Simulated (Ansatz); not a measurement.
# Fe2O3 (Hematite): the cost of one run

Computed with Ansatz 0.2.0 (DFT PBE, scalar-relativistic, plane waves, PAW, unless a step's input says otherwise).

## 1. The structure to begin with

Symmetry: R-3c, No. 167, trigonal system. The conventional cell has a = 4.773 Å, b = 4.773 Å, c = 13.304 Å, α = 90.00°, β = 90.00°, γ = 120.00°. Around Fe (site symmetry 3) lie 6 O at 1.89 to 1.96 Å. O (site symmetry 2) is surrounded by 4 Fe at 1.89 to 1.96 Å.

As a file:

```
CELL_PARAMETERS angstrom
2.38650 1.37785 4.43454
-2.38650 1.37785 4.43454
0.00000 -2.75570 4.43454
ATOMIC_POSITIONS crystal
Fe 0.34545 0.34545 0.34545
Fe 0.15455 0.15455 0.15455
Fe 0.65455 0.65455 0.65455
Fe 0.84545 0.84545 0.84545
O 0.56322 0.93678 0.25000
O 0.25000 0.56322 0.93678
O 0.93678 0.25000 0.56322
O 0.43678 0.06322 0.75000
O 0.75000 0.43678 0.06322
O 0.06322 0.75000 0.43678
```

This cell comes from an earlier session at PBE: 8.749 Å³/atom at -0.01 GPa, on a 6×6×6 mesh.

## 2. Field gradients and densities at the nuclei

Contents of input.yaml:

```yaml
crystal:
  lattice:
    - [2.38650287, 1.3778480744, 4.4345385046]
    - [-2.38650287, 1.3778480744, 4.4345385046]
    - [0.0, -2.7556961489, 4.4345385046]
  atoms:
    - { symbol: Fe, position: [0.3454541921, 0.3454541921, 0.3454541921], spin: 0.95 }
    - { symbol: Fe, position: [0.1545458079, 0.1545458079, 0.1545458079], spin: 0.95 }
    - { symbol: Fe, position: [0.6545458079, 0.6545458079, 0.6545458079], spin: 0.95 }
    - { symbol: Fe, position: [0.8454541921, 0.8454541921, 0.8454541921], spin: 0.95 }
    - { symbol: O, position: [0.5632180985, 0.9367819015, 0.25] }
    - { symbol: O, position: [0.25, 0.5632180985, 0.9367819015] }
    - { symbol: O, position: [0.9367819015, 0.25, 0.5632180985] }
    - { symbol: O, position: [0.4367819015, 0.0632180985, 0.75] }
    - { symbol: O, position: [0.75, 0.4367819015, 0.0632180985] }
    - { symbol: O, position: [0.0632180985, 0.75, 0.4367819015] }
basis:
  ecutwfc: 420
  ecutrho_ratio: 4
kpoints:
  mp_grid: { grid: [6, 6, 6] }
hamiltonian:
  xc: pbe
scf:
  occupations: { method: gaussian, width: 0.05 }
  lower_state_search: "off"
output:
  forces: true
  stress: true
  eigenvalues: true
  populations: true
  efg:
    contact_densities: true
    quadrupole_moments_barn: { O: -0.02558, Fe: 0.16 }
magnetization:
  spin_polarized: true
checkpoint:
  read: start.run
  write: ck
  compress: false
  write_wavefunctions: false
  write_every: 100000
```

It reads its starting density from start.run, saved by an earlier run on this cell.

The run is started by

```console
ansatz run input.yaml --threads 2 --pin off --max-ram 5120MiB --backend cpu --events-out ev --progress --plain --runs-dir out
```

Q: Estimate wall time and peak memory on 2 threads of AMD EPYC (Zen 3), shared host.

About 27 s, with a peak of 0.62 GiB.
